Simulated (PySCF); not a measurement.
# GeH₃⁺: from HF to coupled cluster and rigid scans

How much do the numbers for GeH₃⁺ (singlet) hang on the method? All levels run at one geometry, the PBE0 minimum. Rigid scans about the minimum follow.

Method: several methods, basis Ge def2-TZVP, H def2-TZVP, no relativity, density fitting; program: PySCF 2.14.0.

## 1. Where the work starts

4 atoms, charge 1, spin multiplicity 1.

Bond lengths: Ge1–H2 1.522 Å, Ge1–H3 1.522 Å, Ge1–H4 1.522 Å. Angles: H2–Ge1–H3 120.0°, H2–Ge1–H4 120.0°, H3–Ge1–H4 120.0°.

Z-matrix (Å, degrees; charge 1 multiplicity 1):
```
Ge
H  1 1.5224
H  1 1.5224 2 120.00
H  1 1.5224 2 120.00 3 180.00
```

## 2. PBE0

The steps are one call of a driver around PySCF; scf.py gives each level's set-up. Each SCF starts from the density of the minimum. The driver also runs the species with one electron less or more at the same geometry (one less: multiplicity 2, one more: multiplicity 2); their logs are not shown.

Input file scf.py:

```python
from pyscf import gto, scf, dft
mol = gto.M(atom='''
Ge    -0.000000     0.000000     0.000000
H      1.522436     0.000009     0.000000
H     -0.761226     1.318464    -0.000000
H     -0.761210    -1.318473     0.000000''',
    basis={'Ge': 'def2-TZVP', 'H': 'def2-TZVP'},
    charge=1, spin=0)
mf = dft.RKS(mol, xc='PBE0')
mf.grids.atom_grid = (99, 590)
aux = {'Ge': 'def2-universal-JKFIT', 'H': 'def2-universal-JKFIT'}
mf = mf.density_fit(auxbasis=aux)
mf.kernel()
```

What it wrote:

```text
init E= -2078.18541823579
  HOMO = -0.635314337463016  LUMO = -0.369932499500431  gap/eV = 7.22141
cycle= 1 E= -2078.1854182358  delta_E= -6.82e-12  |g|= 2.98e-06  |ddm|= 2.82e-06
  HOMO = -0.635314417232133  LUMO = -0.369932689707674  gap/eV = 7.22140
Extra cycle  E= -2078.18541823579  delta_E= 3.64e-12  |g|= 3.51e-06  |ddm|= 2.38e-06
converged SCF energy = -2078.18541823579
```

This level, with the species of one electron less or more, needed 4.8 s of wall time on 4 threads, shared host.

| Property | Result |
| --- | --- |
| energy | -2078.185418 Eh |
| one electron less (charge +2) | -2077.444631 Eh (doublet, ⟨S²⟩ 0.76) |
| one electron more (charge +0) | -2078.472133 Eh (doublet, ⟨S²⟩ 0.76) |
| Mulliken charge of Ge1 | +0.44 e |

## 3. HF

scf.py: that of step 2 with these lines changed.

```diff
@@ -9,2 +9 @@
-mf = dft.RKS(mol, xc='PBE0')
-mf.grids.atom_grid = (99, 590)
+mf = scf.RHF(mol)
```

What it wrote, cut to the lines that bear on the results:

```text
[... the frontier levels of the middle cycles are left out ...]
init E= -2076.78083524771
  HOMO = -0.746082219980131  LUMO = -0.235684710830604  gap/eV = 13.88862
cycle= 1 E= -2076.79379484936  delta_E= -0.013  |g|= 0.119  |ddm|= 0.203
  HOMO = -0.749867141817893  LUMO = -0.238672999242955  gap/eV = 13.91030
cycle= 2 E= -2076.79473605256  delta_E= -0.000941  |g|= 0.0667  |ddm|= 0.0943
  HOMO = -0.752218763737623  LUMO = -0.241070656878843  gap/eV = 13.90905
cycle= 3 E= -2076.79503888723  delta_E= -0.000303  |g|= 0.00946  |ddm|= 0.0235
cycle= 4 E= -2076.79505482426  delta_E= -1.59e-05  |g|= 0.000382  |ddm|= 0.0108
cycle= 5 E= -2076.7950549088  delta_E= -8.45e-08  |g|= 5.34e-05  |ddm|= 0.000678
cycle= 6 E= -2076.79505491016  delta_E= -1.35e-09  |g|= 5.63e-06  |ddm|= 7.17e-05
cycle= 7 E= -2076.79505491018  delta_E= -2.14e-11  |g|= 8.11e-07  |ddm|= 1.41e-05
  HOMO = -0.752884421761647  LUMO = -0.241481227260514  gap/eV = 13.91599
Extra cycle  E= -2076.79505491018  delta_E= -5.46e-12  |g|= 3.13e-07  |ddm|= 1.33e-06
converged SCF energy = -2076.79505491018
```

This level, with the species of one electron less or more, took 0.8 s.

| Quantity | Value |
| --- | --- |
| energy | -2076.795055 Eh |
| one electron less (charge +2) | -2076.077382 Eh (doublet, ⟨S²⟩ 0.77) |
| one electron more (charge +0) | -2077.056443 Eh (doublet, ⟨S²⟩ 0.77) |
| Mulliken charge of Ge1 | +0.47 e |

## 4. MP2

scf.py: that of step 3 with these lines changed.

```diff
@@ -12,0 +13,2 @@
+from pyscf.mp import dfmp2
+dfmp2.DFMP2(mf, frozen=9).kernel()  # the driver gives MP2 a fitting basis of its own (RI)
```

What it wrote, cut to the lines that bear on the results:

```text
[... the frontier levels of the middle cycles are left out ...]
init E= -2076.78083524771
  HOMO = -0.746082219980131  LUMO = -0.235684710830606  gap/eV = 13.88862
cycle= 1 E= -2076.79379484936  delta_E= -0.013  |g|= 0.119  |ddm|= 0.203
  HOMO = -0.749867141817896  LUMO = -0.238672999242953  gap/eV = 13.91030
cycle= 2 E= -2076.79473605256  delta_E= -0.000941  |g|= 0.0667  |ddm|= 0.0943
  HOMO = -0.752218763737626  LUMO = -0.241070656878848  gap/eV = 13.90905
cycle= 3 E= -2076.79503888723  delta_E= -0.000303  |g|= 0.00946  |ddm|= 0.0235
cycle= 4 E= -2076.79505482426  delta_E= -1.59e-05  |g|= 0.000382  |ddm|= 0.0108
cycle= 5 E= -2076.7950549088  delta_E= -8.45e-08  |g|= 5.34e-05  |ddm|= 0.000678
cycle= 6 E= -2076.79505491016  delta_E= -1.36e-09  |g|= 5.63e-06  |ddm|= 7.17e-05
cycle= 7 E= -2076.79505491018  delta_E= -2.27e-11  |g|= 8.11e-07  |ddm|= 1.41e-05
  HOMO = -0.752884421761647  LUMO = -0.241481227260519  gap/eV = 13.91599
Extra cycle  E= -2076.79505491019  delta_E= -6.37e-12  |g|= 3.13e-07  |ddm|= 1.33e-06
converged SCF energy = -2076.79505491019
```

This level, with the species of one electron less or more, took 1.3 s.

```
energy                                                              : -2077.020827 Eh
one electron less (charge +2)                                       : -2076.276420 Eh (doublet, ⟨S²⟩ 0.77)
one electron more (charge +0)                                       : -2077.300713 Eh (doublet, ⟨S²⟩ 0.77)
MP2 correlation in its own fitting basis (same spin, opposite spin) : -0.22577 Eh (-0.05756, -0.16821)
```

## 5. PBE

scf.py: that of step 4 with these lines changed.

```diff
@@ -9 +9,2 @@
-mf = scf.RHF(mol)
+mf = dft.RKS(mol, xc='PBE')
+mf.grids.atom_grid = (99, 590)
@@ -13,2 +13,0 @@
-from pyscf.mp import dfmp2
-dfmp2.DFMP2(mf, frozen=9).kernel()  # the driver gives MP2 a fitting basis of its own (RI)
```

What it wrote:

```text
init E= -2078.12518563876
  HOMO = -0.585880146681423  LUMO = -0.406990297486749  gap/eV = 4.86784
cycle= 1 E= -2078.12653368787  delta_E= -0.00135  |g|=  0.1  |ddm|= 0.101
  HOMO = -0.588929169699161  LUMO = -0.40952032013887  gap/eV = 4.88196
cycle= 2 E= -2078.1260320829  delta_E= 0.000502  |g|= 0.132  |ddm|= 0.0735
  HOMO = -0.587082717810235  LUMO = -0.406906162594235  gap/eV = 4.90285
cycle= 3 E= -2078.12713727446  delta_E= -0.00111  |g|= 0.00349  |ddm|= 0.0452
  HOMO = -0.587193497790472  LUMO = -0.407412002881518  gap/eV = 4.89210
cycle= 4 E= -2078.12714053803  delta_E= -3.26e-06  |g|= 0.000203  |ddm|= 0.00453
  HOMO = -0.587146229197132  LUMO = -0.407366028726067  gap/eV = 4.89207
cycle= 5 E= -2078.12714054953  delta_E= -1.15e-08  |g|= 2e-05  |ddm|= 0.000288
  HOMO = -0.587154142018109  LUMO = -0.407370162598649  gap/eV = 4.89217
cycle= 6 E= -2078.12714054964  delta_E= -1.07e-10  |g|= 8.59e-07  |ddm|= 1.86e-05
  HOMO = -0.587153808981822  LUMO = -0.407369772280496  gap/eV = 4.89217
Extra cycle  E= -2078.12714054964  delta_E= 4.55e-12  |g|= 1.29e-06  |ddm|= 2.01e-06
converged SCF energy = -2078.12714054964
```

This level, with the species of one electron less or more, took 50 s.

| Property | Result |
| --- | --- |
| energy | -2078.127141 Eh |
| one electron less (charge +2) | -2077.390165 Eh (doublet, ⟨S²⟩ 0.76) |
| one electron more (charge +0) | -2078.413730 Eh (doublet, ⟨S²⟩ 0.75) |
| Mulliken charge of Ge1 | +0.46 e |

## 6. CCSD(T)

scf.py: that of step 5 with these lines changed.

```diff
@@ -9,2 +9 @@
-mf = dft.RKS(mol, xc='PBE')
-mf.grids.atom_grid = (99, 590)
+mf = scf.RHF(mol)
@@ -13,0 +13,3 @@
+from pyscf import cc
+mycc = cc.CCSD(mf, frozen=9).run()
+mycc.ccsd_t()
```

What it wrote, cut to the lines that bear on the results:

```text
[... the frontier levels of the middle cycles are left out ...]
init E= -2076.78083524771
  HOMO = -0.746082219980132  LUMO = -0.235684710830607  gap/eV = 13.88862
cycle= 1 E= -2076.79379484937  delta_E= -0.013  |g|= 0.119  |ddm|= 0.203
  HOMO = -0.74986714181789  LUMO = -0.238672999242943  gap/eV = 13.91030
cycle= 2 E= -2076.79473605256  delta_E= -0.000941  |g|= 0.0667  |ddm|= 0.0943
  HOMO = -0.752218763737627  LUMO = -0.241070656878852  gap/eV = 13.90905
cycle= 3 E= -2076.79503888723  delta_E= -0.000303  |g|= 0.00946  |ddm|= 0.0235
cycle= 4 E= -2076.79505482426  delta_E= -1.59e-05  |g|= 0.000382  |ddm|= 0.0108
cycle= 5 E= -2076.7950549088  delta_E= -8.45e-08  |g|= 5.34e-05  |ddm|= 0.000678
cycle= 6 E= -2076.79505491016  delta_E= -1.36e-09  |g|= 5.63e-06  |ddm|= 7.17e-05
cycle= 7 E= -2076.79505491018  delta_E= -2.27e-11  |g|= 8.11e-07  |ddm|= 1.41e-05
  HOMO = -0.752884421761647  LUMO = -0.241481227260521  gap/eV = 13.91599
Extra cycle  E= -2076.79505491019  delta_E= -6.82e-12  |g|= 3.13e-07  |ddm|= 1.33e-06
converged SCF energy = -2076.79505491019
CCSD nocc = 8, nmo = 57
Init t2, MP2 energy = -2077.02035712535  E_corr(MP2) -0.225302215163423
RCCSD converged
E(RCCSD) = -2077.037025899914  E_corr = -0.2419709897275244
RCCSD(T) correction = -0.00646749314741845
```

This level, with the species of one electron less or more, needed 59 s of wall time on 4 threads, shared host.

* energy: -2077.043493 Eh
* one electron less (charge +2): -2076.297943 Eh (doublet, ⟨S²⟩ 0.77)
* one electron more (charge +0): -2077.326067 Eh (doublet, ⟨S²⟩ 0.77)
* MP2 correlation in its own fitting basis (same spin, opposite spin): -0.22577 Eh (-0.05756, -0.16821)
* CCSD, (T): -0.24197, -0.00647 Eh; T1 0.010, D1 0.025

## 7. r2SCAN

scf.py: that of step 6 with these lines changed.

```diff
@@ -9 +9,2 @@
-mf = scf.RHF(mol)
+mf = dft.RKS(mol, xc='R2SCAN')
+mf.grids.atom_grid = (99, 590)
@@ -13,3 +13,0 @@
-from pyscf import cc
-mycc = cc.CCSD(mf, frozen=9).run()
-mycc.ccsd_t()
```

What it wrote:

```text
init E= -2078.43466021761
  HOMO = -0.600969013108336  LUMO = -0.396374471140445  gap/eV = 5.56730
cycle= 1 E= -2078.43529155011  delta_E= -0.000631  |g|= 0.012  |ddm|= 0.0618
  HOMO = -0.600282579155823  LUMO = -0.396348060584089  gap/eV = 5.54934
cycle= 2 E= -2078.43528552296  delta_E= 6.03e-06  |g|= 0.0157  |ddm|= 0.0118
  HOMO = -0.600018578735766  LUMO = -0.395854319535329  gap/eV = 5.55559
cycle= 3 E= -2078.4353031457  delta_E= -1.76e-05  |g|= 0.00021  |ddm|= 0.0058
  HOMO = -0.600020375917288  LUMO = -0.395814873393292  gap/eV = 5.55671
cycle= 4 E= -2078.43530315222  delta_E= -6.52e-09  |g|= 0.000112  |ddm|= 0.000409
  HOMO = -0.60002141175395  LUMO = -0.395829787506851  gap/eV = 5.55634
cycle= 5 E= -2078.43530315549  delta_E= -3.27e-09  |g|= 8.72e-06  |ddm|= 0.00014
  HOMO = -0.600018117633583  LUMO = -0.395826508925573  gap/eV = 5.55634
cycle= 6 E= -2078.43530315551  delta_E= -2.14e-11  |g|= 4.36e-07  |ddm|= 1.27e-05
  HOMO = -0.600018294467515  LUMO = -0.395826645849549  gap/eV = 5.55634
Extra cycle  E= -2078.4353031555  delta_E= 4.55e-12  |g|= 5.24e-07  |ddm|= 9.94e-07
converged SCF energy = -2078.4353031555
```

This level, with the species of one electron less or more, took 21 s.

```
energy                        : -2078.435303 Eh
one electron less (charge +2) : -2077.695932 Eh (doublet, ⟨S²⟩ 0.76)
one electron more (charge +0) : -2078.728733 Eh (doublet, ⟨S²⟩ 0.76)
Mulliken charge of Ge1        : +0.46 e
```

## 8. B3LYP

scf.py: that of step 7 with these lines changed.

```diff
@@ -9 +9 @@
-mf = dft.RKS(mol, xc='R2SCAN')
+mf = dft.RKS(mol, xc='B3LYP')
```

What it wrote:

```text
init E= -2078.50276676296
  HOMO = -0.627173625735958  LUMO = -0.381833081312154  gap/eV = 6.67606
cycle= 1 E= -2078.50324856362  delta_E= -0.000482  |g|= 0.036  |ddm|= 0.0721
  HOMO = -0.628943920470797  LUMO = -0.384753697330024  gap/eV = 6.64475
cycle= 2 E= -2078.50321023785  delta_E= 3.83e-05  |g|= 0.0438  |ddm|= 0.0318
  HOMO = -0.628160787882433  LUMO = -0.383459600025709  gap/eV = 6.65866
cycle= 3 E= -2078.50333853338  delta_E= -0.000128  |g|= 0.000322  |ddm|= 0.0156
  HOMO = -0.628120415844892  LUMO = -0.383356666083916  gap/eV = 6.66036
cycle= 4 E= -2078.50333855686  delta_E= -2.35e-08  |g|= 0.000197  |ddm|= 0.000654
  HOMO = -0.628139481014983  LUMO = -0.383395436657777  gap/eV = 6.65982
cycle= 5 E= -2078.50333856534  delta_E= -8.48e-09  |g|= 3.67e-06  |ddm|= 0.000231
  HOMO = -0.628138804533102  LUMO = -0.383395071332649  gap/eV = 6.65982
cycle= 6 E= -2078.50333856534  delta_E= -4.55e-13  |g|= 2.09e-07  |ddm|= 3.08e-06
  HOMO = -0.628138892948186  LUMO = -0.383395115588978  gap/eV = 6.65982
Extra cycle  E= -2078.50333856534  delta_E=    0  |g|= 2.01e-07  |ddm|= 3.98e-07
converged SCF energy = -2078.50333856534
```

This level, with the species of one electron less or more, took 11 s.

```
energy                        : -2078.503339 Eh
one electron less (charge +2) : -2077.759654 Eh (doublet, ⟨S²⟩ 0.76)
one electron more (charge +0) : -2078.789815 Eh (doublet, ⟨S²⟩ 0.75)
Mulliken charge of Ge1        : +0.49 e
```

## 9. TPSSh

scf.py: that of step 8 with these lines changed.

```diff
@@ -9 +9 @@
-mf = dft.RKS(mol, xc='B3LYP')
+mf = dft.RKS(mol, xc='TPSSH')
```

What it wrote:

```text
init E= -2078.42252574571
  HOMO = -0.615527402393333  LUMO = -0.384257466583983  gap/eV = 6.29318
cycle= 1 E= -2078.42278509969  delta_E= -0.000259  |g|= 0.0711  |ddm|= 0.0651
  HOMO = -0.615663014048538  LUMO = -0.387937770573208  gap/eV = 6.19672
cycle= 2 E= -2078.42257588235  delta_E= 0.000209  |g|= 0.0916  |ddm|= 0.0619
  HOMO = -0.614210267481814  LUMO = -0.385321075726054  gap/eV = 6.22839
cycle= 3 E= -2078.42314825694  delta_E= -0.000572  |g|= 0.000795  |ddm|= 0.0327
  HOMO = -0.614259351686605  LUMO = -0.385199209492942  gap/eV = 6.23304
cycle= 4 E= -2078.4231484668  delta_E= -2.1e-07  |g|= 0.000203  |ddm|= 0.00128
  HOMO = -0.614294900104156  LUMO = -0.385242022277262  gap/eV = 6.23285
cycle= 5 E= -2078.42314847396  delta_E= -7.16e-09  |g|= 7.6e-06  |ddm|= 0.000221
  HOMO = -0.614289909752224  LUMO = -0.385238530023174  gap/eV = 6.23281
cycle= 6 E= -2078.42314847398  delta_E= -1.91e-11  |g|= 3.3e-07  |ddm|= 1.03e-05
  HOMO = -0.614289906898099  LUMO = -0.385238522361471  gap/eV = 6.23281
Extra cycle  E= -2078.42314847398  delta_E= 1.36e-12  |g|= 3.14e-07  |ddm|= 6.43e-07
converged SCF energy = -2078.42314847398
```

This level, with the species of one electron less or more, took 18 s.

| Property | Result |
| --- | --- |
| energy | -2078.423148 Eh |
| one electron less (charge +2) | -2077.682986 Eh (doublet, ⟨S²⟩ 0.76) |
| one electron more (charge +0) | -2078.708593 Eh (doublet, ⟨S²⟩ 0.76) |
| Mulliken charge of Ge1 | +0.48 e |

## 10. M06-2X

scf.py: that of step 9 with these lines changed.

```diff
@@ -9 +9 @@
-mf = dft.RKS(mol, xc='TPSSH')
+mf = dft.RKS(mol, xc='M062X')
```

What it wrote:

```text
init E= -2078.44416564443
  HOMO = -0.674023535290245  LUMO = -0.331596635831183  gap/eV = 9.31791
cycle= 1 E= -2078.44883511774  delta_E= -0.00467  |g|= 0.0971  |ddm|= 0.168
  HOMO = -0.677058285342554  LUMO = -0.338108116756206  gap/eV = 9.22330
cycle= 2 E= -2078.4489692413  delta_E= -0.000134  |g|= 0.0819  |ddm|= 0.0665
  HOMO = -0.677993524088779  LUMO = -0.338969605129495  gap/eV = 9.22531
cycle= 3 E= -2078.44936488531  delta_E= -0.000396  |g|= 0.00511  |ddm|= 0.0272
  HOMO = -0.677662069183078  LUMO = -0.338221903784437  gap/eV = 9.23664
cycle= 4 E= -2078.44936734006  delta_E= -2.45e-06  |g|= 0.000532  |ddm|= 0.00434
  HOMO = -0.677758187871486  LUMO = -0.338423240568106  gap/eV = 9.23377
cycle= 5 E= -2078.44936741195  delta_E= -7.19e-08  |g|= 4.56e-05  |ddm|= 0.000568
  HOMO = -0.677756864063349  LUMO = -0.338421389845207  gap/eV = 9.23379
cycle= 6 E= -2078.44936741282  delta_E= -8.65e-10  |g|= 2.84e-06  |ddm|= 5.82e-05
  HOMO = -0.677756853078765  LUMO = -0.33842170173982  gap/eV = 9.23378
Extra cycle  E= -2078.44936741283  delta_E= -1e-11  |g|= 7.95e-07  |ddm|= 6.82e-06
converged SCF energy = -2078.44936741283
```

This level, with the species of one electron less or more, needed 19 s of wall time on 4 threads, shared host.

* energy: -2078.449367 Eh
* one electron less (charge +2): -2077.706165 Eh (doublet, ⟨S²⟩ 0.76)
* one electron more (charge +0): -2078.733620 Eh (doublet, ⟨S²⟩ 0.76)
* Mulliken charge of Ge1: +0.46 e

## 11. TPSS

scf.py: that of step 10 with these lines changed.

```diff
@@ -9 +9 @@
-mf = dft.RKS(mol, xc='M062X')
+mf = dft.RKS(mol, xc='TPSS')
```

What it wrote:

```text
init E= -2078.42858078731
  HOMO = -0.59700157075067  LUMO = -0.398254298334646  gap/eV = 5.40819
cycle= 1 E= -2078.42903268925  delta_E= -0.000452  |g|= 0.117  |ddm|= 0.0858
  HOMO = -0.597929323204836  LUMO = -0.403774607313029  gap/eV = 5.28322
cycle= 2 E= -2078.42822416683  delta_E= 0.000809  |g|= 0.16  |ddm|= 0.101
  HOMO = -0.595626435350522  LUMO = -0.399558044706071  gap/eV = 5.33529
cycle= 3 E= -2078.42997645007  delta_E= -0.00175  |g|= 0.000421  |ddm|= 0.0578
  HOMO = -0.595848182506633  LUMO = -0.399651058205321  gap/eV = 5.33880
cycle= 4 E= -2078.42997651275  delta_E= -6.27e-08  |g|= 0.000121  |ddm|= 0.000633
  HOMO = -0.595848512415794  LUMO = -0.39967217721588  gap/eV = 5.33823
cycle= 5 E= -2078.42997651665  delta_E= -3.9e-09  |g|= 3.16e-05  |ddm|= 0.000192
  HOMO = -0.595842181269033  LUMO = -0.399664873276944  gap/eV = 5.33826
cycle= 6 E= -2078.42997651692  delta_E= -2.73e-10  |g|= 1.4e-06  |ddm|= 4.05e-05
  HOMO = -0.595842302132172  LUMO = -0.399664784790019  gap/eV = 5.33826
Extra cycle  E= -2078.42997651692  delta_E= 2.73e-12  |g|= 1.1e-06  |ddm|= 1.73e-06
converged SCF energy = -2078.42997651692
```

This level, with the species of one electron less or more, took 32 s.

```
energy                        : -2078.429977 Eh
one electron less (charge +2) : -2077.691554 Eh (doublet, ⟨S²⟩ 0.76)
one electron more (charge +0) : -2078.715366 Eh (doublet, ⟨S²⟩ 0.75)
Mulliken charge of Ge1        : +0.49 e
```

## 12. All levels side by side

| level | vertical ionisation energy (eV) | vertical electron affinity (eV) | −ε(HOMO) (eV) | gap (eV) | wall time |
| --- | --- | --- | --- | --- | --- |
| PBE0 | 20.16 | 7.80 | 17.29 | 7.22 | 4.8 s |
| HF | 19.53 | 7.11 | 20.49 | 13.92 | 0.8 s |
| MP2 | 20.26 | 7.62 | – | – | 1.3 s |
| PBE | 20.05 | 7.80 | 15.98 | 4.89 | 50 s |
| CCSD(T) | 20.29 | 7.69 | – | – | 59 s |
| r2SCAN | 20.12 | 7.98 | 16.33 | 5.56 | 21 s |
| B3LYP | 20.24 | 7.80 | 17.09 | 6.66 | 11 s |
| TPSSh | 20.14 | 7.77 | 16.72 | 6.23 | 18 s |
| M06-2X | 20.22 | 7.73 | 18.44 | 9.23 | 19 s |
| TPSS | 20.09 | 7.77 | 16.21 | 5.34 | 32 s |

Times are for 4 threads, shared host; PBE0 starts from its own converged density, so its time is not comparable. A dash stands where a species or a free atom was not run at that level, or the quantity is not defined.

## 13. Breathing scan

A rigid scan with PBE0: all bonds to the central atom are scaled together. Each point starts from its neighbour's orbitals, and energies count from the minimum. Dipoles of the ion refer to the centre of mass.

```csv
scale of all bonds to the centre,energy (kJ/mol)
0.88,115.9
0.92,46.7
0.96,10.6
1.00,0.0
1.04,8.8
1.08,32.2
1.14,86.6
1.22,180.9
1.35,353.9
```

The scan took 8.8 s.

## 14. Stretching one bond

A rigid scan with PBE0: the bond from Ge to the last atom (H) is scaled and the rest held.

```csv
scale of one bond,energy (kJ/mol),dipole size (D)
0.92,15.8,0.00
0.96,3.6,0.00
1.00,0.0,0.00
1.05,4.6,0.01
1.12,23.0,0.03
1.20,54.7,0.07
1.35,127.3,0.22
1.55,225.7,0.53
1.80,328.4,1.09
2.20,436.9,2.24
```

The scan needed 9.2 s of wall time on 4 threads, shared host.

A restricted determinant lies too high at long bonds, where the pair should uncouple.

## 15. Umbrella curve

A rigid scan with PBE0: angle between each bond and the threefold axis, bonds fixed.

```csv
angle of the bonds to the threefold axis (°),energy (kJ/mol),dipole size (D)
55,298.8,1.03
60,216.2,0.91
65,148.4,0.78
70,94.2,0.63
75,52.7,0.48
80,23.3,0.32
85,5.8,0.16
90,0.0,0.00
```

The scan took 7.7 s.

## 16. Results

| quantity | value |
| --- | --- |
| vertical ionisation energy, CCSD(T) | 20.29 eV |
| vertical electron affinity, CCSD(T) | 7.69 eV |
| orbital gap, range | 4.89 (PBE) to 13.92 (HF) eV |
| T1, D1 | 0.010, 0.025 |
| T1, D1 of the species with one electron less | 0.017, 0.066 |
| T1, D1 of the species with one electron more | 0.012, 0.040 |
| all bonds 4 % longer | 8.8 kJ/mol |
| one bond 20 % longer | 54.7 kJ/mol |

**Reading.** For the vertical ionisation energy, MP2 comes nearest to CCSD(T) (-0.03 eV) and HF is farthest (-0.76 eV). CCSD(T) took 59 s, about 50 times as long as MP2 (1.3 s), which misses it by 0.03 eV. For the vertical electron affinity, M06-2X comes nearest to CCSD(T) (+0.05 eV) and HF is farthest (-0.58 eV). PBE's −ε(HOMO), 16.0 eV, falls 4.3 eV short of the ionisation energy, while its energy difference gives 20.1 eV. Shortening all bonds by 4 % costs 10.6 kJ/mol and lengthening them 8.8: the wall is steeper on the short side.
